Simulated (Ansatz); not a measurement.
# Chromium, hcp under BLYP: structure, energy and stiffness

The plan for chromium in the hcp structure: relax it, solve it on a dense k-mesh, then scale the cell to 7 volumes from 88 to 112 % of the relaxed one and try a fit of the equation of state. The start is ferromagnetic. The k-meshes are 14×14×8 for the relaxation; 24×24×12 for the dense run; 16×16×8 for the volumes.

This is Cr in the hcp structure; at room conditions it is bcc.

Computed with Ansatz 0.2.0 (DFT BLYP, plane waves (420 eV) with PAW, scalar-relativistic; PBE-made PAW files, unless a step says otherwise).

**1. The system as given**

The structure is hexagonal, space group P6_3/mmc (No. 194). Conventional cell: a = 2.569 Å, b = 2.569 Å, c = 4.196 Å, α = 90.00°, β = 90.00°, γ = 120.00°. Cr (site symmetry -6m2) has 12 Cr at 2.57 Å as nearest neighbours.

As a file:

```xyz
2
Lattice="2.5693 0.0000 0.0000 -1.2846 2.2250 0.0000 0.0000 0.0000 4.1956" Properties=species:S:1:pos:R:3 pbc="T T T"
Cr    0.0000    1.4834    1.0489
Cr    1.2846    0.7417    3.1467
```

Starting moments (μB): +1.5 ×2.

**2. Geometry optimisation**

input.yaml reads:

```yaml
crystal:
  lattice:
    - [2.569259227, 0.0, 0.0]
    - [-1.2846296135, 2.2250437595, 0.0]
    - [0.0, 0.0, 4.1956003177]
  atoms:
    - { symbol: Cr, position: [0.3333333333, 0.6666666667, 0.25], spin: 1.5 }
    - { symbol: Cr, position: [0.6666666667, 0.3333333333, 0.75], spin: 1.5 }
hamiltonian:
  xc: blyp
  pseudopotentials:
    kind: paw
    azcp:
      Cr: "pseudopotentials/Cr.paw.azcp"
basis:
  ecutwfc: 420
  fft_grid_basis: typed
kpoints:
  mp_grid: { grid: [14, 14, 8], shift: [0, 0, 0] }
magnetization:
  spin_polarized: true
scf:
  occupations: { method: fermi_dirac, width: 0.05 }
relax:
  max_steps: 60
  f_tol: 0.01
  cell: {}
output:
  write_density: true
  write_potential: true
  elf: true
  volumetric_format: npy
```

Launch:

```bash
ansatz run input.yaml --threads 2 --pin off --max-ram 5120MiB --backend cpu --events-out ev --progress --plain --runs-dir out
```

Further steps of the session: Single point on a dense mesh; At 88 % of the relaxed volume; At 92 % of the relaxed volume; At 96 % of the relaxed volume; At 100 % of the relaxed volume; At 104 % of the relaxed volume; At 108 % of the relaxed volume; At 112 % of the relaxed volume.

What does the calculation give? Wanted: space group; conventional cell; volume; shortest distance; gap on the mesh; magnetic state; relative to bcc, antiferromagnetic; V₀, B₀, B₀′.

As calculated:

| quantity | value |
| --- | --- |
| space group (spins left aside) | P6_3/mmc (No. 194) |
| conventional cell | a = 2.504 Å, c = 4.538 Å (c/a = 1.812) |
| volume | 12.322 Å³/atom |
| shortest distance | 2.504 Å |
| gap on the mesh | none (levels filled in part) |
| magnetic state | non-magnetic |
| relative to bcc, antiferromagnetic | +393 meV/atom |
| V₀, B₀, B₀′ | 12.319 Å³/atom, 214 GPa, 4.2 |

From the guessed start the volume grew by 2.7 % in 10 steps. It lies 393 meV/atom above the element's reference form at the same level (bcc, antiferromagnetic, from a run of its own); part of this is magnetic energy, as this run has no moments. The moments die out: the run ends non-magnetic. Levels at the Fermi energy are filled in part, as in a metal. The fitted modulus is 214 GPa; letting shape and positions relax at each volume could only lower it. Relaxation kept the symmetry; phonons were not checked.
